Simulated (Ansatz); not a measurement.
# O4Zn4: the cost of one run

Computed with Ansatz 0.2.0 (the levels named in each step, unless a step's input says otherwise).

**1. The system as given**

Bond lengths: O1–Zn2 1.803 Å, Zn2–O3 1.739 Å, O1–Zn4 2.091 Å, O3–Zn4 1.847 Å, Zn4–O5 1.744 Å, Zn4–Zn6 2.857 Å, O5–Zn6 1.733 Å, Zn6–O7 1.762 Å, O1–Zn8 1.729 Å, Zn6–Zn8 2.699 Å, O7–Zn8 1.737 Å. Angles (14 of 22 angles, heavy atoms first): O1–Zn2–O3 98.4°, Zn2–O1–Zn4 83.2°, Zn2–O1–Zn8 166.0°, Zn4–O1–Zn8 110.8°, Zn2–O3–Zn4 92.7°, O1–Zn4–O3 85.6°, O1–Zn4–O5 118.6°, O1–Zn4–Zn6 84.0°, O3–Zn4–O5 155.7°, O3–Zn4–Zn6 169.6°, O5–Zn4–Zn6 34.6°, Zn4–O5–Zn6 110.5°, Zn4–Zn6–O5 34.9°, Zn4–Zn6–O7 108.2°.

Coordinates:

```xyz
8

O     0.5365    1.0299    0.0081
Zn    2.3389    1.0759    0.0081
O     2.6379   -0.6367   -0.0104
Zn    0.8354   -1.0391   -0.0148
O    -0.5598   -2.0854   -0.0263
Zn   -2.0189   -1.1503   -0.0127
O    -2.6333    0.5004    0.0168
Zn   -1.1508    1.4051    0.0223
```

**2. A rough first relaxation, PBE-D4/def2-SVPD**

input.yaml reads:

```yaml
crystal:
  periodic: [false, false, false]
  atoms:
    - { symbol: O, position_ang: [0.53653, 1.02991, 0.00815] }
    - { symbol: Zn, position_ang: [2.33888, 1.07587, 0.00806] }
    - { symbol: O, position_ang: [2.63787, -0.63672, -0.01036] }
    - { symbol: Zn, position_ang: [0.83543, -1.03912, -0.0148] }
    - { symbol: O, position_ang: [-0.55983, -2.08537, -0.02631] }
    - { symbol: Zn, position_ang: [-2.01892, -1.15032, -0.01268] }
    - { symbol: O, position_ang: [-2.63333, 0.50044, 0.01684] }
    - { symbol: Zn, position_ang: [-1.1508, 1.40508, 0.02228] }
magnetization:
  spin_polarized: true
  initial_magnetization: 1
total_charge: -1
basis:
  gaussian: { orbitals: def2-SVPD }
hamiltonian:
  xc: pbe
  dispersion: d4
relax:
  f_tol: 0.03
  max_steps: 200
```

On the command line:

```bash
$ ansatz run input.yaml --threads 8 --pin off --max-ram 22528MiB --backend cpu --events-out ev --progress --plain --runs-dir out
```

Q: Estimate wall time and peak memory on 8 threads of Intel Xeon Platinum 8488C (Sapphire Rapids), shared host.

About 50 s, with a peak of 0.7 GiB.
